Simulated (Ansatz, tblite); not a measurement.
# [VO(NH3)4]2+ (H₁₂N₄OV (+2)): one state, many levels

An exercise on one series of results from a longer session: the logs are not shown, and one member is left open.

Computed with Ansatz 0.2.0, Gaussian basis. Level: as each input shows.

The runs, in order: GFN1-xTB, GFN2-xTB, PBE-D4/def2-TZVP, r2SCAN-D4/def2-TZVP, ωB97M-V/def2-TZVP, CAM-B3LYP-D4/def2-TZVP, LC-ωPBE/def2-TZVP, PBE-D4/def2-SVP, PBE0-D4/def2-SVP, HF/STO-3G, HF/6-31G, B3LYP-D4/6-31G, MP2/def2-TZVP, RPA/def2-TZVP.

3 further runs of the same task are left out: 1 that didn't finish, 2 set aside as unsound or not needed. Runs told in other sessions of the task aren't counted.

## The relaxed structure

The geometry is that of the doublet, from an earlier relaxation (PBE-D4/def2-SVP).

18 atoms, charge 2, spin multiplicity 2.

Bond lengths: V1–O2 1.543 Å, V1–N3 2.161 Å, V1–N7 2.160 Å, V1–N11 2.161 Å, V1–N15 2.161 Å, N3–H4 1.037 Å, N3–H5 1.036 Å, N3–H6 1.035 Å, N7–H8 1.036 Å, N7–H9 1.035 Å, N7–H10 1.037 Å, N11–H12 1.035 Å, N11–H13 1.037 Å, N11–H14 1.036 Å, N15–H16 1.035 Å, N15–H17 1.037 Å, N15–H18 1.036 Å. Angles: O2–V1–N3 101.7°, O2–V1–N7 102.0°, O2–V1–N11 101.8°, O2–V1–N15 102.0°, N3–V1–N7 87.6°, N3–V1–N11 156.5°, N3–V1–N15 87.5°, N7–V1–N11 87.5°, N7–V1–N15 156.0°, N11–V1–N15 87.6°, V1–N3–H4 109.0°, V1–N3–H5 117.8°, V1–N3–H6 115.1°, H4–N3–H5 105.3°, H4–N3–H6 103.7°, H5–N3–H6 104.7°, V1–N7–H8 117.7°, V1–N7–H9 115.3° and more.

Formally the metal is d1. No spin-orbit coupling is included. The ion is computed in the gas phase, without counter-ions or solvent.

PBE0-D4/def2-TZVP was run before; its log isn't repeated, and its numbers join the tables.

The first run:

Tight binding, by tblite at 300 K electronic temperature and without a spin-polarisation term:

```python
tblite.interface.Calculator('GFN1-xTB', numbers, positions, charge=2, uhf=1).singlepoint()
```

Tight binding, by tblite at 300 K electronic temperature and without a spin-polarisation term:

```python
tblite.interface.Calculator('GFN2-xTB', numbers, positions, charge=2, uhf=1).singlepoint()
```

start.molden holds the orbitals of an earlier run on this state, given as this run's starting guess.

Contents of in.yaml:

```yaml
crystal:
  periodic: [false, false, false]
  atoms:
    - {symbol: V, position_ang: [0.001295, 0.000278, 0.340850]}
    - {symbol: O, position_ang: [0.009515, 0.001043, 1.883720]}
    - {symbol: N, position_ang: [2.114573, -0.005263, -0.109228]}
    - {symbol: H, position_ang: [2.609753, 0.578162, 0.590004]}
    - {symbol: H, position_ang: [2.412615, 0.360988, -1.031133]}
    - {symbol: H, position_ang: [2.578115, -0.927457, -0.030988]}
    - {symbol: N, position_ang: [0.002683, 2.113510, -0.107696]}
    - {symbol: H, position_ang: [-0.383844, 2.411616, -1.021257]}
    - {symbol: H, position_ang: [0.926693, 2.576458, -0.050954]}
    - {symbol: H, position_ang: [-0.564777, 2.609152, 0.604279]}
    - {symbol: N, position_ang: [-2.116066, 0.005513, -0.090263]}
    - {symbol: H, position_ang: [-2.578472, 0.929391, -0.026763]}
    - {symbol: H, position_ang: [-2.604515, -0.563890, 0.625196]}
    - {symbol: H, position_ang: [-2.423254, -0.378540, -1.001863]}
    - {symbol: N, position_ang: [-0.003796, -2.113441, -0.108108]}
    - {symbol: H, position_ang: [-0.931206, -2.572605, -0.087409]}
    - {symbol: H, position_ang: [0.533862, -2.609295, 0.626693]}
    - {symbol: H, position_ang: [0.416855, -2.415610, -1.005090]}
basis:
  gaussian: {orbitals: def2-TZVP, initial_orbitals: start.molden}
total_charge: 2
magnetization: {spin_polarized: true, initial_magnetization: 1}
hamiltonian: {xc: pbe, dispersion: d4}
scf: {omitted_lower_state_checks: [starts]}
output: {forces: true, orbitals: {seedname: orbitals}}
```

Command:

```
ansatz run in.yaml --threads 4 --pin off --events-out ev --progress --plain --max-ram 8704MiB
```

Steps of the session up to this table: PBE-D4/def2-TZVP; r2SCAN-D4/def2-TZVP; ωB97M-V/def2-TZVP; CAM-B3LYP-D4/def2-TZVP; LC-ωPBE/def2-TZVP; PBE-D4/def2-SVP; PBE0-D4/def2-SVP; HF/STO-3G; HF/6-31G; B3LYP-D4/6-31G; MP2/def2-TZVP; RPA/def2-TZVP.

One of the session's tables, all rows but one given; the rest of the session is left out.

It belongs to the step «Levels side by side». 

```
                 level  HOMO (eV)  LUMO (eV)  gap (eV)
             HF/STO-3G     -17.92      -1.68     16.23
              HF/6-31G     -22.12      -6.21     15.91
       PBE-D4/def2-SVP     -13.82     -11.63      2.19
      PBE-D4/def2-TZVP     -13.80     -11.68      2.12
   r2SCAN-D4/def2-TZVP     -14.46     -11.38      3.08
        B3LYP-D4/6-31G     -15.81     -10.41      5.40
      PBE0-D4/def2-SVP     -16.67     -10.44      6.23
     PBE0-D4/def2-TZVP     -16.51     -10.30      6.21
CAM-B3LYP-D4/def2-TZVP     -18.17      -9.10      9.07
     LC-ωPBE/def2-TZVP          ?          ?         ?
     ωB97M-V/def2-TZVP     -19.18      -8.09     11.09
```

Estimate the missing values for LC-ωPBE/def2-TZVP.

As computed: HOMO (eV): -19.44; LUMO (eV): -7.84; gap (eV): 11.61. In the column «HOMO (eV)» it lies between HF/6-31G (-22.12) and ωB97M-V/def2-TZVP (-19.18).
